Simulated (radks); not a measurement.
# Valence configurations of O

An exercise on one series of results from a longer session: the logs are not shown, and one member is left open.

Method: scalar-relativistic Kohn-Sham, PBE, spin-polarised, spherical densities, finite nucleus; open shells are filled with parallel spins first. Code: radks (a radial shooting solver on a logarithmic mesh, Libxc functionals) version 1.

### The system

- element: oxygen (Z = 8)
- charge: 0
- electrons: 8
- configuration: [He] 2s2 2p4
- nuclear rms radius: 2.6991 fm
- others tried: 2s1.5 2p4.5; 2p6; 2s0.5 2p5.5; 2s1 2p5

Outer shells as boxes (Hund's rule):

O
```
[He] core
2s [↑↓]
2p [↑↓][↑ ][↑ ]
```

The first run:

The run's settings:

```text
Z 8
configuration [He] 2s2 2p4
relativity scalar-relativistic
functional pbe,pbe
spin polarised
nucleus finite rms 2.6991 fm
c 137.035999084
```

Among the steps run: [He] 2s2 2p4.

One table of the session follows, with a row left open; its other results are not shown here.

It belongs to the step «[He] 2s2 2p4». Radial moments (bohr):

| level | <r> | outermost maximum (interpolated) | 90 % within |
| --- | --- | --- | --- |
| 1s up | ? | ? | ? |
| 1s down | 0.1993 | 0.129 | 0.357 |
| 2s up | 1.128 | 0.867 | 1.81 |
| 2s down | 1.159 | 0.878 | 1.87 |
| 2p up | 1.231 | 0.810 | 2.15 |
| 2p down | 1.335 | 0.835 | 2.38 |

Q: Estimate the row for 1s up from the others.

The run gave: <r>: 0.1997; outermost maximum (interpolated): 0.129; 90 % within: 0.358. In the column «<r>» it lies between 1s down (0.1993) and 2s up (1.128).
